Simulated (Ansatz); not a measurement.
# Be2Cd2O: the cost of one run

Method: DFT PBE, scalar-relativistic, plane waves, PAW, in Ansatz 0.2.0.

### 1 Starting point

The structure is orthorhombic, space group Fmmm (No. 69). The conventional cell has a = 4.903 Å, b = 4.953 Å, c = 10.753 Å, α = 90.00°, β = 90.00°, γ = 90.00°. Be (site symmetry mm2) is surrounded by 4 Cd at 2.13 Å and 4 O at 2.86 to 2.88 Å. Around Cd (site symmetry 222) lie 4 Be at 2.13 Å. O (site symmetry mmm) is surrounded by 8 Be at 2.86 to 2.88 Å and 8 Cd at 3.20 Å.

Structure file:

```cif
data_structure
_symmetry_space_group_name_H-M 'P 1'
_symmetry_Int_Tables_number 1
_cell_length_a 5.9192
_cell_length_b 5.9088
_cell_length_c 3.4845
_cell_angle_alpha 73.031
_cell_angle_beta 72.702
_cell_angle_gamma 34.267
_cell_volume 65.27
loop_
_atom_site_label
_atom_site_type_symbol
_atom_site_fract_x
_atom_site_fract_y
_atom_site_fract_z
_atom_site_occupancy
Be1 Be 0.36320 0.36320 0.63680 1
Be2 Be 0.63680 0.63680 0.36320 1
Cd1 Cd 0.75000 0.75000 0.75000 1
Cd2 Cd 0.25000 0.25000 0.25000 1
O1 O 0.00000 0.00000 0.00000 1
```

The cell is invented: species swapped into a database cell of EuFe2As2 (Fmmm, No. 69), with O on the Eu sites, Cd on the Fe sites and Be on the As sites. Lengths come from tabulated atomic sizes and are only a guess.

### 2 A first look at the guess

Contents of input.yaml:

```yaml
crystal:
  lattice:
    - [0.0, 2.47641983, 5.37629136]
    - [2.45131961, 0.0, 5.37629136]
    - [2.45131961, 2.47641983, 0.0]
  atoms:
    - { symbol: Be, position: [0.36320001, 0.36320001, 0.63679999] }
    - { symbol: Be, position: [0.63679999, 0.63679999, 0.36320001] }
    - { symbol: Cd, position: [0.75, 0.75, 0.75] }
    - { symbol: Cd, position: [0.25, 0.25, 0.25] }
    - { symbol: O, position: [0.0, 0.0, 0.0] }
basis:
  ecutwfc: 420
kpoints:
  mp_grid: { grid: [6, 6, 6] }
hamiltonian:
  xc: pbe
scf:
  occupations: { method: gaussian, width: 0.1 }
  lower_state_search: "off"
output:
  forces: true
  stress: true
  eigenvalues: true
```

On the command line:

```bash
> ansatz run input.yaml --threads 1 --pin off --max-ram 2560MiB --backend cpu --events-out ev --progress --plain --runs-dir out
```

**Question.** How long does this run take on 1 thread of AMD EPYC 7R43 (Zen 3), shared host, and how much memory does it need?

About 3.8 s, with a peak of 0.43 GiB.
